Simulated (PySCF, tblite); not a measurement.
# C₅H₁₄O₂Si: geometry, infrared bands and NMR shifts

What infrared bands and NMR shifts should C₅H₁₄O₂Si (`CCO[SiH2]OC(C)C`) show?

Computed with tblite 0.8.0 and PySCF 2.14.0, with density-fitted response routines of our own, on a single molecule in the gas phase. Atoms are numbered from 0 throughout.

## (1) The molecule as given

22 atoms, charge 0, multiplicity 1; geometry from: force field or distance geometry start.

Bonds of the start (Å): C0–C1 1.52, C1–O2 1.38, O2–Si3 1.73, Si3–O4 1.70, O4–C5 1.37, C5–C6 1.50, C5–C7 1.49, C0–H8 1.10, C0–H9 1.12, C0–H10 1.10, C1–H11 1.10, C1–H12 1.14, Si3–H13 1.50, Si3–H14 1.45, C5–H15 1.13, C6–H16 1.10, C6–H17 1.12, C6–H18 1.13, C7–H19 1.09, C7–H20 1.12, C7–H21 1.12.

## (2) Geometry optimisation with GFN2-xTB

The job: settings as JSON, then the geometry in Å.

```
{"job": {"kind": "relax", "xc": "GFN2-xTB", "basis": "xTB"}, "charge": 0, "multiplicity": 1}
C      3.669700     0.194400     0.526000
C      2.277700    -0.281700     0.149300
O      1.958200    -0.024900    -1.166900
Si     0.366400    -0.582400    -1.556600
O     -0.699200     0.576800    -0.925800
C     -1.747800     0.073100    -0.200700
C     -1.706700     0.531900     1.229000
C     -3.109200     0.367100    -0.721100
H      3.678000     1.039100     1.235900
H      4.169400    -0.661400     1.039200
H      4.209000     0.415700    -0.407200
H      1.534200     0.197400     0.804300
H      2.229400    -1.392600     0.380600
H      0.161900    -1.854600    -0.795000
H      0.267700    -0.772100    -2.994500
H     -1.627800    -1.046700    -0.174200
H     -0.675800     0.797300     1.515900
H     -2.131900    -0.303800     1.843900
H     -2.381400     1.425800     1.389200
H     -3.262300     0.132900    -1.775400
H     -3.819600    -0.237900    -0.105300
H     -3.370100     1.425900    -0.447600
```

Command:

```bash
> OMP_NUM_THREADS=1 python probes_run.py task.json out
```

This one command runs all jobs of the session in turn.

**Question.** This job is followed by: GFN2-xTB harmonic vibrations, gas phase; GIAO PBE0/pcSseg-1 NMR shielding, non-relativistic, gas phase. What will the session give for the following? strongest single infrared mode (GFN2-xTB); zero-point energy (GFN2-xTB); 13C shifts against TMS (PBE0/pcSseg-1, means over atoms taken as alike); 1H shifts against TMS (PBE0/pcSseg-1, means over atoms taken as alike); 17O shifts against H2O (PBE0/pcSseg-1); 29Si shifts against TMS (PBE0/pcSseg-1); surface potential, 1st and 99th percentile.

As calculated:

```
                                                               quantity                             value
                              strongest single infrared mode (GFN2-xTB)             1161 cm⁻¹, 378 km/mol
                                           zero-point energy (GFN2-xTB)                    114.9 kcal/mol
13C shifts against TMS (PBE0/pcSseg-1, means over atoms taken as alike)        68.0, 61.2, 28.0, 20.6 ppm
 1H shifts against TMS (PBE0/pcSseg-1, means over atoms taken as alike)  4.92, 4.28, 4.04, 1.32, 1.26 ppm
                                 17O shifts against H2O (PBE0/pcSseg-1)                    78.6, 55.0 ppm
                                29Si shifts against TMS (PBE0/pcSseg-1)                         -42.4 ppm
                                  surface potential, 1st and 99th percentile                -1.25 V and 0.94 V
```

Over 177 steps the energy fell by 1.296 eV; of the close pairs, O2–Si3 changed most, 1.731 to 1.610 Å. No mode is imaginary among the 60: a minimum at this level. The strongest single mode, at 1161 cm⁻¹, is spread over many atoms; the largest shares are those of O2, C1. GFN2-xTB is a fitted tight-binding method: band positions and strengths are rough. Its intensities can rank the bands wrongly. The most deshielded carbon is C5 (sp3 CH bonded to O), at 68.0 ppm: pulled downfield by the heteroatom. At PBE0/pcSseg-1: Shielding is most anisotropic at O2 (span 97 ppm, paramagnetic term -118 ppm).
